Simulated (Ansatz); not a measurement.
# Rh16CO (Rhodium): the cost of one run

Method: DFT PBE, scalar-relativistic, plane waves, PAW, in Ansatz 0.2.0.

The COD entry's cell or inner coordinates are ideal or old and differ from later refinements, so a difference from it is no clean test against experiment.

1 further run of the same task is left out (set aside as unsound or not needed).

### Step 1. The structure to begin with

It takes space group P3m1 (No. 156, trigonal). Conventional cell: a = 2.708 Å, b = 2.708 Å, c = 23.634 Å, α = 90.00°, β = 90.00°, γ = 120.00°. Rh (site symmetry 3m) has 9 Rh at 2.71 Å in its first shell of neighbours. Rh (site symmetry 3m) is surrounded by 12 Rh at 2.67 to 2.71 Å. Around Rh (site symmetry 3m) lie 9 Rh at 2.68 to 2.71 Å.

Coordinates:

```cif
data_structure
_symmetry_space_group_name_H-M 'P3m1'
_symmetry_Int_Tables_number 156
_cell_length_a 2.7082
_cell_length_b 2.7082
_cell_length_c 23.6337
_cell_angle_alpha 90.000
_cell_angle_beta 90.000
_cell_angle_gamma 120.000
_cell_volume 150.12
loop_
_atom_site_label
_atom_site_type_symbol
_atom_site_symmetry_multiplicity
_atom_site_Wyckoff_symbol
_atom_site_fract_x
_atom_site_fract_y
_atom_site_fract_z
_atom_site_occupancy
Rh1 Rh 1 c 0.66667 0.33333 0.64034 1
Rh2 Rh 1 b 0.33333 0.66667 0.54678 1
Rh3 Rh 1 a 0.00000 0.00000 0.45518 1
Rh4 Rh 1 c 0.66667 0.33333 0.36307 1
```

Miller indices refer to the conventional cell of the relaxed bulk, Fm-3m (No. 225): a = 3.830 Å, b = 3.830 Å, c = 3.830 Å, α = 90.00°, β = 90.00°, γ = 90.00°.

This (111) slab, 6.6 Å thick as cut, with 17 Å of vacuum, in a 2×2 surface cell; its outer planes are Rh (top) and Rh (bottom), was relaxed beforehand with its lower half held: -102439.6971 eV, work function 5.13 eV.

### Step 2. CO put at a top (Rh) site

The input, input.yaml:

```yaml
crystal:
  lattice:
    - [5.4164069174, 0.0, 0.0]
    - [-2.7082034587, 4.6907459877, 0.0]
    - [0.0, 0.0, 26.7837165935]
  atoms:
    - { symbol: Rh, position: [0.3333333333, 0.1666666667, 0.317357002] }
    - { symbol: Rh, position: [0.3333333333, 0.6666666667, 0.317357002] }
    - { symbol: Rh, position: [0.8333333333, 0.1666666667, 0.317357002] }
    - { symbol: Rh, position: [0.8333333333, 0.6666666667, 0.317357002] }
    - { symbol: Rh, position: [0.6666666667, 0.3333333333, 0.3999160769] }
    - { symbol: Rh, position: [0.6666666667, 0.8333333333, 0.3999160769] }
    - { symbol: Rh, position: [0.1666666667, 0.3333333333, 0.3999160769] }
    - { symbol: Rh, position: [0.1666666667, 0.8333333333, 0.3999160769] }
    - { symbol: Rh, position: [0.0, 0.5, 0.4807415635] }
    - { symbol: Rh, position: [0.0, 0.0, 0.4807415635] }
    - { symbol: Rh, position: [0.5, 0.5, 0.4807415635] }
    - { symbol: Rh, position: [0.5, 0.0, 0.4807415635] }
    - { symbol: Rh, position: [0.3333333333, 0.6666666667, 0.5620205358] }
    - { symbol: Rh, position: [0.3333333333, 0.1666666667, 0.5620205358] }
    - { symbol: Rh, position: [0.8333333333, 0.6666666667, 0.5620205358] }
    - { symbol: Rh, position: [0.8333333333, 0.1666666667, 0.5620205358] }
    - { symbol: C, position: [0.3333333333, 0.6666666667, 0.6456534398] }
    - { symbol: O, position: [0.3333333333, 0.6666666667, 0.6885899754] }
basis:
  ecutwfc: 420
kpoints:
  mp_grid: { grid: [6, 6, 1] }
hamiltonian:
  xc: pbe
scf:
  occupations: { method: gaussian, width: 0.1 }
output:
  forces: true
  eigenvalues: true
  write_density: true
  write_potential: true
  elf: true
  volumetric_format: npy
relax:
  adjacent_minimum: "off"
  f_tol: 0.03
  max_steps: 70
  constraints: [{ sites: [0, 1, 2, 3, 4, 5, 6, 7] }]
efield:
  axis: 3
  dipole_correction: true
```

Launch:

```sh
> ansatz run input.yaml --threads 4 --pin off --max-ram 10240MiB --backend cpu --events-out ev --progress --plain --runs-dir out
```

Q: Estimate wall time and peak memory on 4 threads of Arm Neoverse V2, shared host.

About 3.4 min, with a peak of 2.5 GiB.
